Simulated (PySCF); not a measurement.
# SnS: changing the method

Starting from one script, swap the method and compare what comes out for SnS.

Program: PySCF 2.14.0. Level of theory: method and basis as typed in the scripts. These are calculated values, not measurements.

6 further runs of the same task are left out: 6 that didn't finish.

**1. Starting geometry**

SnS: 2 atoms, charge 0, spin multiplicity 1.

Bond lengths: Sn1–S2 2.335 Å.

**2. Base script**

input.py

```python
from pyscf import gto, dft

mol = gto.M(
    atom='Sn 0 0 0; S 0 0 2.335',
    basis='lanl2dz',
    ecp={'Sn': 'lanl2dz', 'S': 'lanl2dz'},
    charge=0,
    spin=0,
    verbose=4,
)
mf = dft.RKS(mol, xc='olyp')
mf.kernel()
g = mf.nuc_grad_method()
g.grid_response = True
g.kernel()
mf.dip_moment()
print('orbital energies (hartree):', mf.mo_energy[..., max(0, mol.nelec[1]-3):mol.nelec[0]+3].round(4))
```

Run with:

```console
$ python input.py
```

The log of the run, cut to the lines that bear on the results:

```text
[lines on the frontier levels of each cycle are left out]
PySCF version 2.14.0

[INPUT] verbose = 4
[INPUT] num. atoms = 2
[INPUT] num. electrons = 10
[INPUT] charge = 0
[INPUT] spin (= nelec alpha-beta = 2S) = 0
[INPUT] symmetry False subgroup None
[INPUT] Mole.unit = angstrom
[INPUT] Symbol           X                Y                Z      unit          X                Y                Z       unit  Magmom
[INPUT]  1 Sn     0.000000000000   0.000000000000   0.000000000000 AA    0.000000000000   0.000000000000   0.000000000000 Bohr   0.0
[INPUT]  2 S      0.000000000000   0.000000000000   2.335000000000 AA    0.000000000000   0.000000000000   4.412510500859 Bohr   0.0

nuclear repulsion = 5.43908054050535
number of shells = 8
number of NR pGTOs = 24
number of NR cGTOs = 16
basis = lanl2dz
ecp = {'Sn': 'lanl2dz', 'S': 'lanl2dz'}

******** <class 'pyscf.dft.rks.RKS'> ********
method = RKS
initial guess = minao
damping factor = 0
level_shift factor = 0
DIIS = <class 'pyscf.scf.diis.CDIIS'>
diis_start_cycle = 1
diis_space = 8
diis_damp = 0
SCF conv_tol = 1e-09
SCF conv_tol_grad = None
SCF max_cycles = 50
direct_scf = True
direct_scf_tol = 1e-13
XC library pyscf.dft.libxc version 7.0.0
    S. Lehtola, C. Steigemann, M. J.T. Oliveira, and M. A.L. Marques.,  SoftwareX 7, 1–5 (2018)
XC functionals = olyp
    N. C. Handy and A. J. Cohen.,  Mol. Phys. 99, 403 (2001)
    C. Lee, W. Yang, and R. G. Parr.,  Phys. Rev. B 37, 785 (1988)
    B. Miehlich, A. Savin, H. Stoll, and H. Preuss.,  Chem. Phys. Lett. 157, 200 (1989)
radial grids:
    Treutler-Ahlrichs [JCP 102, 346 (1995); DOI:10.1063/1.469408] (M4) radial grids

becke partition: Becke, JCP 88, 2547 (1988); DOI:10.1063/1.454033
pruning grids: <function nwchem_prune>
grids dens level: 3
symmetrized grids: False
atomic radii adjust function: <function treutler_atomic_radii_adjust>
small_rho_cutoff = 0
Set gradient conv threshold to 3.16228e-05
Initial guess from minao.
tot grids = 40840
init E= -5.14747827548653
cycle= 1 E= -12.7364558926564  delta_E= -7.59  |g|= 1.26  |ddm|= 4.15
cycle= 2 E= -12.2332061679325  delta_E= 0.503  |g|= 1.42  |ddm|= 3.37
cycle= 3 E= -13.49146756648  delta_E= -1.26  |g|= 0.25  |ddm|= 2.55
cycle= 4 E= -13.5130726572155  delta_E= -0.0216  |g|= 0.0855  |ddm|= 0.359
cycle= 5 E= -13.5127344488715  delta_E= 0.000338  |g|= 0.103  |ddm|= 0.234
cycle= 6 E= -13.5172979206164  delta_E= -0.00456  |g|= 0.0286  |ddm|= 0.0763
cycle= 7 E= -13.5176869847808  delta_E= -0.000389  |g|= 0.000714  |ddm|= 0.0313
cycle= 8 E= -13.5176872531057  delta_E= -2.68e-07  |g|= 8.49e-05  |ddm|= 0.000857
cycle= 9 E= -13.5176872566798  delta_E= -3.57e-09  |g|= 1.45e-05  |ddm|= 8.95e-05
cycle= 10 E= -13.5176872567829  delta_E= -1.03e-10  |g|= 2.97e-06  |ddm|= 1.54e-05
Extra cycle  E= -13.5176872566617  delta_E= 1.21e-10  |g|= 1.62e-05  |ddm|= 2.02e-05
converged SCF energy = -13.5176872566617

******** <class 'pyscf.grad.rks.Gradients'> for <class 'pyscf.dft.rks.RKS'> ********
unit = Eh/Bohr
grid_response = True
--------------- RKS gradients ---------------
         x                y                z
0 Sn    -0.0000000000    -0.0000000000    -0.0110373474
1 S     0.0000000000     0.0000000000     0.0110373474
----------------------------------------------
Dipole moment(X, Y, Z, Debye): -0.00000, -0.00000, -3.70178
orbital energies (hartree): [-0.2345 -0.2254 -0.2254 -0.1218 -0.1218 -0.0195]
```

Run time: 1.2 s. Hardware: 1 thread, shared host.

Base result: E(SCF) = -13.517687 Eh, 10 cycles, μ = 3.70 D, gradient on the second atom 0.0110 Eh/bohr.

The bond length is a typed value, not an optimised one.

**3. Hcth407**

Variant 1 changes functional: olyp → hcth407.

Edit input.py of step 2 so:

```diff
@@ -10,3 +10,3 @@
 )
-mf = dft.RKS(mol, xc='olyp')
+mf = dft.RKS(mol, xc='hcth407')
 mf.kernel()
```

Run with:

```console
$ python input.py
```

The log of the run, cut to the lines that bear on the results:

```text
[lines on the frontier levels of each cycle are left out]
[... 36 set-up lines left out, the same as in an earlier log ...]
XC functionals = hcth407
    A. D. Boese and N. C. Handy.,  J. Chem. Phys. 114, 5497 (2001)
[... 12 set-up lines left out, the same as in an earlier log ...]
init E= -5.27219172952872
cycle= 1 E= -12.810997536297  delta_E= -7.54  |g|= 1.27  |ddm|= 4.06
cycle= 2 E= -12.2915705806861  delta_E= 0.519  |g|= 1.43  |ddm|= 3.36
cycle= 3 E= -13.6249027601737  delta_E= -1.33  |g|= 0.0438  |ddm|=  2.5
cycle= 4 E= -13.6043596586038  delta_E= 0.0205  |g|= 0.22  |ddm|= 0.312
cycle= 5 E= -13.6172735864104  delta_E= -0.0129  |g|= 0.142  |ddm|= 0.0812
cycle= 6 E= -13.6254805415691  delta_E= -0.00821  |g|= 0.0519  |ddm|= 0.0932
cycle= 7 E= -13.6267432736421  delta_E= -0.00126  |g|= 0.00431  |ddm|= 0.0588
cycle= 8 E= -13.626752622689  delta_E= -9.35e-06  |g|= 0.000142  |ddm|= 0.00469
cycle= 9 E= -13.6267526336442  delta_E= -1.1e-08  |g|= 7.11e-06  |ddm|= 0.000193
cycle= 10 E= -13.6267526336755  delta_E= -3.13e-11  |g|= 1.76e-06  |ddm|= 1.81e-05
Extra cycle  E= -13.6267526336362  delta_E= 3.93e-11  |g|= 9.24e-06  |ddm|= 1.19e-05
converged SCF energy = -13.6267526336362

******** <class 'pyscf.grad.rks.Gradients'> for <class 'pyscf.dft.rks.RKS'> ********
unit = Eh/Bohr
grid_response = True
--------------- RKS gradients ---------------
         x                y                z
0 Sn    -0.0000000000    -0.0000000000    -0.0110762688
1 S     0.0000000000     0.0000000000     0.0110762688
----------------------------------------------
Dipole moment(X, Y, Z, Debye): -0.00000, -0.00000, -3.74089
orbital energies (hartree): [-0.2447 -0.2363 -0.2363 -0.1335 -0.1335 -0.0306]
```

It took 1.2 s on 1 thread, shared host.

This run: E(SCF) = -13.626753 Eh, 10 cycles, μ = 3.74 D, gradient on the second atom 0.0111 Eh/bohr.

**4. Hf,lyp**

Variant 2 changes functional: olyp → hf,lyp.

Edit input.py of step 2 so:

```diff
@@ -10,3 +10,3 @@
 )
-mf = dft.RKS(mol, xc='olyp')
+mf = dft.RKS(mol, xc='hf,lyp')
 mf.kernel()
```

Run with:

```console
$ python input.py
```

The log of the run, cut to the lines that bear on the results:

```text
[lines on the frontier levels of each cycle are left out]
[... 36 set-up lines left out, the same as in an earlier log ...]
XC functionals = hf,lyp
[... 14 set-up lines left out, the same as in an earlier log ...]
init E= -4.43880508905989
cycle= 1 E= -13.3674652135526  delta_E= -8.93  |g|= 0.359  |ddm|= 3.94
cycle= 2 E= -13.3940391486181  delta_E= -0.0266  |g|= 0.0695  |ddm|= 0.469
cycle= 3 E= -13.3950599574679  delta_E= -0.00102  |g|= 0.0474  |ddm|= 0.143
cycle= 4 E= -13.3962344606028  delta_E= -0.00117  |g|= 0.00938  |ddm|= 0.0598
cycle= 5 E= -13.3963159065897  delta_E= -8.14e-05  |g|= 0.00244  |ddm|= 0.0257
cycle= 6 E= -13.3963305142592  delta_E= -1.46e-05  |g|= 0.0003  |ddm|= 0.0153
cycle= 7 E= -13.396330692075  delta_E= -1.78e-07  |g|= 2.55e-05  |ddm|= 0.00179
cycle= 8 E= -13.3963306926914  delta_E= -6.16e-10  |g|= 1.64e-06  |ddm|= 8.98e-05
Extra cycle  E= -13.3963306926936  delta_E= -2.2e-12  |g|= 5.48e-07  |ddm|= 4.83e-06
converged SCF energy = -13.3963306926936

******** <class 'pyscf.grad.rks.Gradients'> for <class 'pyscf.dft.rks.RKS'> ********
unit = Eh/Bohr
grid_response = True
--------------- RKS gradients ---------------
         x                y                z
0 Sn    -0.0000000000    -0.0000000000    -0.0388453906
1 S     0.0000000000     0.0000000000     0.0388453906
----------------------------------------------
Dipole moment(X, Y, Z, Debye): -0.00000, -0.00000, -5.85247
orbital energies (hartree): [-0.3747 -0.3644 -0.3644 -0.0369 -0.0369  0.0769]
```

Run time: 1.1 s. Hardware: 1 thread, shared host.

Outcome: E(SCF) = -13.396331 Eh, 8 cycles, μ = 5.85 D, gradient on the second atom 0.0388 Eh/bohr.

**5. X3lyp**

Variant 3 changes functional: olyp → x3lyp.

Edit input.py of step 2 so:

```diff
@@ -10,3 +10,3 @@
 )
-mf = dft.RKS(mol, xc='olyp')
+mf = dft.RKS(mol, xc='x3lyp')
 mf.kernel()
```

Run with:

```console
$ python input.py
```

The log of the run, cut to the lines that bear on the results:

```text
[lines on the frontier levels of each cycle are left out]
[... 36 set-up lines left out, the same as in an earlier log ...]
XC functionals = x3lyp
    X. Xu and W. A. Goddard.,  Proc. Natl. Acad. Sci. U. S. A. 101, 2673 (2004)
[... 12 set-up lines left out, the same as in an earlier log ...]
init E= -4.96189337634484
cycle= 1 E= -12.9823366102233  delta_E= -8.02  |g|= 1.04  |ddm|= 4.08
cycle= 2 E= -12.6485966460267  delta_E= 0.334  |g|= 1.21  |ddm|=  2.7
cycle= 3 E= -13.4823675144389  delta_E= -0.834  |g|= 0.0991  |ddm|= 1.88
cycle= 4 E= -13.4861952902722  delta_E= -0.00383  |g|= 0.0366  |ddm|= 0.15
cycle= 5 E= -13.4868912568758  delta_E= -0.000696  |g|= 0.00952  |ddm|= 0.0599
cycle= 6 E= -13.4869377776671  delta_E= -4.65e-05  |g|= 0.000558  |ddm|= 0.0107
cycle= 7 E= -13.4869379414832  delta_E= -1.64e-07  |g|= 0.000141  |ddm|= 0.000923
cycle= 8 E= -13.486937949667  delta_E= -8.18e-09  |g|= 4.64e-05  |ddm|= 0.000113
cycle= 9 E= -13.4869379506907  delta_E= -1.02e-09  |g|= 5.28e-07  |ddm|= 5.08e-05
cycle= 10 E= -13.4869379506908  delta_E= -1.07e-13  |g|= 2.27e-08  |ddm|= 6.6e-07
Extra cycle  E= -13.4869379506908  delta_E=    0  |g|= 7.27e-08  |ddm|= 1.01e-07
converged SCF energy = -13.4869379506908

******** <class 'pyscf.grad.rks.Gradients'> for <class 'pyscf.dft.rks.RKS'> ********
unit = Eh/Bohr
grid_response = True
--------------- RKS gradients ---------------
         x                y                z
0 Sn    -0.0000000000    -0.0000000000    -0.0158875296
1 S     0.0000000000     0.0000000000     0.0158875296
----------------------------------------------
Dipole moment(X, Y, Z, Debye): -0.00000, -0.00000, -4.20074
orbital energies (hartree): [-0.2673 -0.2572 -0.2572 -0.1057 -0.1057 -0.0028]
```

Wall time 1.4 s (1 thread, shared host).

This run: E(SCF) = -13.486938 Eh, 10 cycles, μ = 4.20 D, gradient on the second atom 0.0159 Eh/bohr.

**6. Wb97**

Variant 4 changes functional: olyp → wb97.

Edit input.py of step 2 so:

```diff
@@ -10,3 +10,3 @@
 )
-mf = dft.RKS(mol, xc='olyp')
+mf = dft.RKS(mol, xc='wb97')
 mf.kernel()
```

Run with:

```console
$ python input.py
```

The log of the run, cut to the lines that bear on the results:

```text
[lines on the frontier levels of each cycle are left out]
[... 36 set-up lines left out, the same as in an earlier log ...]
XC functionals = wb97
    J.-D. Chai and M. Head-Gordon.,  J. Chem. Phys. 128, 084106 (2008)
[... 12 set-up lines left out, the same as in an earlier log ...]
init E= -4.72872387792073
cycle= 1 E= -13.4007559599183  delta_E= -8.67  |g|= 0.466  |ddm|= 3.87
cycle= 2 E= -13.4077851305386  delta_E= -0.00703  |g|= 0.391  |ddm|= 0.819
cycle= 3 E= -13.4718870629239  delta_E= -0.0641  |g|= 0.054  |ddm|= 0.477
cycle= 4 E= -13.4736455512877  delta_E= -0.00176  |g|= 0.0125  |ddm|= 0.0802
cycle= 5 E= -13.473771630858  delta_E= -0.000126  |g|= 0.00298  |ddm|= 0.0318
cycle= 6 E= -13.473787587098  delta_E= -1.6e-05  |g|= 0.000794  |ddm|= 0.0132
cycle= 7 E= -13.4737888378562  delta_E= -1.25e-06  |g|= 0.00012  |ddm|= 0.0051
cycle= 8 E= -13.4737888434346  delta_E= -5.58e-09  |g|= 8.21e-06  |ddm|= 0.000164
cycle= 9 E= -13.4737888434931  delta_E= -5.85e-11  |g|= 7.1e-07  |ddm|= 3.39e-05
Extra cycle  E= -13.4737888434934  delta_E= -2.31e-13  |g|= 6.28e-07  |ddm|= 2.16e-06
converged SCF energy = -13.4737888434934

******** <class 'pyscf.grad.rks.Gradients'> for <class 'pyscf.dft.rks.RKS'> ********
unit = Eh/Bohr
grid_response = True
--------------- RKS gradients ---------------
         x                y                z
0 Sn    -0.0000000000    -0.0000000000    -0.0315272711
1 S     0.0000000000     0.0000000000     0.0315272711
----------------------------------------------
Dipole moment(X, Y, Z, Debye): -0.00000, -0.00000, -5.01943
orbital energies (hartree): [-0.3549 -0.3466 -0.3466 -0.0386 -0.0386  0.0705]
```

Wall time 1.2 s (1 thread, shared host).

This run: E(SCF) = -13.473789 Eh, 9 cycles, μ = 5.02 D, gradient on the second atom 0.0315 Eh/bohr.

**7. Comparison**

```csv
run,E(SCF) (hartree),from base (eV),cycles,gap (eV),SCF dipole (D)
base,-13.517687,0,10,2.82,3.70
hcth407,-13.626753,not comparable,10,2.80,3.74
"hf,lyp",-13.396331,not comparable,8,8.91,5.85
x3lyp,-13.486938,not comparable,10,4.12,4.20
wb97,-13.473789,not comparable,9,8.38,5.02
```

Wall time on 1 thread, shared host, start-up included: base 1.2 s; hcth407 1.2 s; hf,lyp 1.1 s; x3lyp 1.4 s; wb97 1.2 s.

**Reading.** The gap between the frontier levels is 2.8 eV with hcth407 (0 % exact exchange) and 4.1 eV with x3lyp (22 %): exact exchange opens it. A lower total energy from another functional means nothing by itself.
